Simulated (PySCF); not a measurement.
# CoI₃: singlet, from a trigonal pyramidal start

Aim: relax CoI₃ as a singlet from a trigonal pyramidal start, check by its vibrations whether the end is a minimum, and collect its spectrum and constants.

Method: PBE, basis Co def2-SVP, I def2-SVP with ECP28, scalar-relativistic core potentials, no spin–orbit coupling, density fitting; program: PySCF 2.14.0.

## (1) Where the work starts

4 atoms, charge 0, spin multiplicity 1.

Bond lengths: Co1–I2 2.440 Å, Co1–I3 2.440 Å, Co1–I4 2.440 Å. Angles: I2–Co1–I3 99.8°, I2–Co1–I4 99.8°, I3–Co1–I4 99.8°.

```xyz
4
charge 0 multiplicity 1
Co    0.0000    0.0000   -0.9919
I     2.1544    0.0000    0.1536
I    -1.0772    1.8658    0.1536
I    -1.0772   -1.8658    0.1536
```

## (2) Trigonal pyramidal start, singlet: relaxation

The steps below are one call of a driver around PySCF. For each, scf.py gives the equivalent set-up of the SCF; relaxations use the driver's own optimiser. Before each start the driver seeks the lowest SCF state from one or more starting densities and follows internal instabilities, so scf.py alone need not reach the same state.

The program finds C3v symmetry in the start, which this walk keeps.

Input file scf.py:

```python
from pyscf import gto, scf, dft
mol = gto.M(atom='''
Co     0.000000     0.000000    -0.991949
I      2.154420    -0.000017     0.153551
I     -1.077195     1.865791     0.153551
I     -1.077225    -1.865774     0.153551''',
    basis={'Co': 'def2-SVP', 'I': 'def2-SVP'},
    ecp={'I': 'def2-SVP'},
    charge=0, spin=0)
mf = dft.RKS(mol, xc='PBE')
mf.grids.atom_grid = (50, 194)
aux = {'Co': 'def2-universal-JKFIT', 'I': 'def2-universal-JKFIT'}
mf = mf.density_fit(auxbasis=aux)
mf.kernel()
```

Energy and gradient, step by step:

| step | energy (Eh) | change (kJ/mol) | largest symmetric gradient (Eh/bohr) |
| --- | --- | --- | --- |
| 0 | -2275.500257 | 0.00 | 0.02201 |
| 1 | -2275.502720 | -6.46 | 0.01465 |
| 2 | -2275.505546 | -13.88 | 0.00436 |
| 3 | -2275.506306 | -15.88 | 0.00478 |
| 4 | -2275.506554 | -16.53 | 0.00309 |
| 5 | -2275.506639 | -16.75 | 0.00092 |
| 6 | -2275.506646 | -16.77 | 0.00002 |

The walk needed 44 s of wall time on 4 threads, shared host.

It settles in C3v symmetry, 16.8 kJ/mol below the start, after 6 steps: Co–I 2.384 Å (×3); I–Co–I 110.3° (×3).

## (3) Hessian and properties

The point is checked on the finer grid, and tightened if its gradient asks for it. The Hessian and the dipole derivatives come from central differences of analytic gradients, with steps of 0.01 bohr.

Edit scf.py of step 2 so:

```diff
@@ -3,4 +3,4 @@
-Co     0.000000     0.000000    -0.991949
-I      2.154420    -0.000017     0.153551
-I     -1.077195     1.865791     0.153551
-I     -1.077225    -1.865774     0.153551''',
+Co     0.000000    -0.000000    -0.699792
+I      2.241605    -0.000018     0.115221
+I     -1.120787     1.941296     0.115221
+I     -1.120818    -1.941278     0.115221''',
@@ -11 +11 @@
-mf.grids.atom_grid = (50, 194)
+mf.grids.atom_grid = (75, 302)
```

The driver hands on the density of the step before, so the log starts near convergence.

Log of the central SCF (cycles and frontier levels):

```text
init E= -2275.50672024786
  HOMO = -0.204003275615611  LUMO = -0.187812320965836  gap/eV = 0.44058
cycle= 1 E= -2275.50671853836  delta_E= 1.71e-06  |g|= 0.00316  |ddm|= 0.00239
  HOMO = -0.20501977931487  LUMO = -0.188675680551271  gap/eV = 0.44475
cycle= 2 E= -2275.506330469  delta_E= 0.000388  |g|= 0.0477  |ddm|= 0.0358
  HOMO = -0.204068751145994  LUMO = -0.187867542556578  gap/eV = 0.44086
cycle= 3 E= -2275.50672025342  delta_E= -0.00039  |g|= 9.51e-05  |ddm|= 0.0334
  HOMO = -0.204067978425218  LUMO = -0.187867172307404  gap/eV = 0.44085
cycle= 4 E= -2275.50672025488  delta_E= -1.46e-09  |g|= 3.35e-05  |ddm|= 0.000228
  HOMO = -0.204067278126501  LUMO = -0.187866241486991  gap/eV = 0.44085
cycle= 5 E= -2275.50672025532  delta_E= -4.44e-10  |g|= 1.4e-05  |ddm|= 0.000115
  HOMO = -0.204067198506293  LUMO = -0.187866375103815  gap/eV = 0.44085
cycle= 6 E= -2275.50672025543  delta_E= -1.08e-10  |g|= 1.77e-06  |ddm|= 5.99e-05
  HOMO = -0.204067263233082  LUMO = -0.187866430962695  gap/eV = 0.44085
cycle= 7 E= -2275.50672025544  delta_E= -5e-12  |g|= 7.56e-07  |ddm|= 5e-06
  HOMO = -0.204067049991569  LUMO = -0.187866233394794  gap/eV = 0.44085
Extra cycle  E= -2275.50672025542  delta_E= 1.77e-11  |g|= 1.06e-05  |ddm|= 8.49e-06
converged SCF energy = -2275.50672025542
```

The whole step took 61 s.

Geometry: C3v; Co–I 2.385 Å (×3); I–Co–I 109.0° (×3).

Modes, for the most abundant isotopes:

```csv
symmetry,ω (cm⁻¹),IR (km/mol),μ (u)
e,51,0.0,115.48
a1,69,0.6,88.44
a1,212,4.2,81.15
e,299,35.8,68.02
```

All wavenumbers are real: a minimum.

Constants and moments:

| Item | Value |
| --- | --- |
| Dipole moment | 0.91 D |
| Highest occupied level | -5.55 eV |
| Lowest empty level | -5.11 eV |
| Rotational constants | 0.01702, 0.01702, 0.008812 cm⁻¹ |
| Zero-point energy | 5.9 kJ/mol |
| Principal polarisabilities | 69.2, 147.5, 147.5 bohr³ |
| Atomisation energy without zero-point energy | 737 kJ/mol |
| Principal traceless quadrupole moments about the centre of mass | -0.61, 0.31, 0.31 D Å |
| Entropy at 298.15 K and 1 bar | 390.7 J/(mol K) |
| Heat capacity Cp at 298.15 K | 79.7 J/(mol K) |
| Enthalpy at 298.15 K above 0 K | 20.02 kJ/mol |
| Rotational symmetry number | 3 |

Populations by atom (charges in e):

```csv
atom,Mulliken,Löwdin,polar tensor,Mayer order to Co1
Co1,0.10,-0.19,0.76,–
"I2,3,4",-0.03,0.06,-0.25,1.32
```

Outer orbital energies (eV). occupied: -7.86, -7.55, -6.96, -6.96, -6.38, -5.56, -5.55, -5.55; empty: -5.11, -5.11, -1.43, 0.98.

Mulliken populations on Co1: s 6.67, p 12.57, d 7.66, f 0.00.

## (4) Would spin polarisation lower it?

At the lowest minimum the closed shell is tested against spin polarisation, on the (50, 194) grid. It is unstable: an open-shell solution lies lower. That solution was not followed to a minimum here.

## (5) Outcome

| quantity | value |
| --- | --- |
| minimum | singlet, C3v (closed shell, unstable towards spin polarisation) |
| geometry | Co–I 2.385 Å (×3); I–Co–I 109.0° (×3) |
| wavenumbers (cm⁻¹) | 51 (e), 69 (a1), 212 (a1), 299 (e) |
| dipole moment | 0.91 D |
| highest occupied, lowest empty level | -5.55, -5.11 eV |
| polar-tensor charge of Co1 | +0.76 e |
| zero-point energy | 5.9 kJ/mol |

**Reading.** The molecule stays C3v, as typed, and the end point is a minimum. In the infrared the band at 299 cm⁻¹ (e) leads. Other starts or spin states, not run here, may lie lower. The soft modes, below some 90 cm⁻¹, carry numerical noise of tens of cm⁻¹, and the entropy with them. Spin polarisation would lower this closed shell, so its numbers describe a constrained state. Spin–orbit coupling is left out.

The search up to here took 2.9 min.
